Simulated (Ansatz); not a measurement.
# CH4FGeS: the cost of one run

All numbers are computed with Ansatz 0.2.0, driven from Python. Level of theory: B3LYP+D3(BJ)/def2-SVP.

### Step 1. The structure

Bond lengths: C1–S2 1.811 Å, S2–Ge3 2.203 Å, Ge3–F4 1.727 Å, C1–H5 1.119 Å, C1–H6 1.187 Å, C1–H7 1.098 Å, Ge3–H8 1.549 Å. Angles: C1–S2–Ge3 91.7°, S2–C1–H5 111.3°, S2–C1–H6 106.8°, S2–C1–H7 113.2°, H5–C1–H6 105.1°, H5–C1–H7 113.1°, H6–C1–H7 106.8°, S2–Ge3–F4 112.3°, S2–Ge3–H8 111.4°, F4–Ge3–H8 110.8°.

No structure file is read: the coordinates are typed or built in the script.

### Step 2. Script

opt.py reads:

```python
# -*- coding: utf-8 -*-
"""Minimum-energy structure of CH4FGeS."""

import itertools

import ansatz as az
from ase.data import atomic_numbers, covalent_radii
import numpy as np

GEOMETRY = """
C    -0.11630    1.26220   -0.29020
S    -1.07870    0.12420    0.73870
Ge    0.44930   -1.45050    0.54180
F     0.06030   -2.86030    1.45970
H    -0.01970    0.87960   -1.33700
H    -0.75050    2.26160   -0.38280
H     0.84780    1.53910    0.15750
H     0.70000   -1.81300   -0.94360
"""


def main():
    geometry = az.Crystal.molecule()
    for line in GEOMETRY.strip().splitlines():
        symbol, *xyz = line.split()
        geometry = geometry.atom(symbol, [float(v) for v in xyz])

    setup = (
        geometry.calculation()
        .basis(gaussian="def2-SVP")
        .functional("B3LYP", dispersion="d3bj")
        .spin("collinear", total=1)  # spin-polarised run
    )
    symbols = [site.symbol for site in geometry.cartesian_sites]
    start = np.array([site.position_ang for site in geometry.cartesian_sites], dtype=float)
    rep = setup.relax(force_tolerance=0.02).run().report
    end = np.array(rep["positions_ang"])

    for key in ("converged", "free_energy_ev", "reference_energy_ev", "n_frozen", "n_occupied", "n_virtual"):
        print(f"{key:22s} {rep[key]}")

    # pairs closer than 1.2 times the sum of covalent radii, before or after
    radius = [covalent_radii[atomic_numbers[s]] for s in symbols]
    span = lambda where, i, j: np.linalg.norm(where[i] - where[j])
    bonded = [(i, j) for i, j in itertools.combinations(range(len(symbols)), 2) if min(span(start, i, j), span(end, i, j)) < 1.2 * (radius[i] + radius[j])]
    print("pair        before    after (A)")
    for i, j in bonded:
        print(f"{symbols[i]}{i}-{symbols[j]}{j}".ljust(10), f"{span(start, i, j):8.4f} {span(end, i, j):8.4f}")
    for first, second in list(itertools.combinations(bonded, 2)):
        shared = set(first) & set(second)
        if shared and symbols[(j := shared.pop())] != "H":
            i, k = sorted((set(first) | set(second)) - {j})
            u, v = end[i] - end[j], end[k] - end[j]
            angle = np.degrees(np.arccos(np.clip(u @ v / np.linalg.norm(u) / np.linalg.norm(v), -1, 1)))
            print(f"final angle {symbols[i]}{i}-{symbols[j]}{j}-{symbols[k]}{k}: {angle:.2f} deg")
    with open("ch4fges_opt.xyz", "w") as handle:
        handle.write(f"{len(symbols)}\nrelaxed CH4FGeS\n")
        handle.writelines(f"{s:2s} {x:11.6f} {y:11.6f} {z:11.6f}\n" for s, (x, y, z) in zip(symbols, end))


if __name__ == "__main__":
    main()
```

### Step 3. Running it

Launch:

```console
$ python opt.py
```

**Question.** How long does this script take on 1 thread of Arm Neoverse V2, shared host, and how much memory does it need?

About 86 s, with a peak of 0.38 GiB.
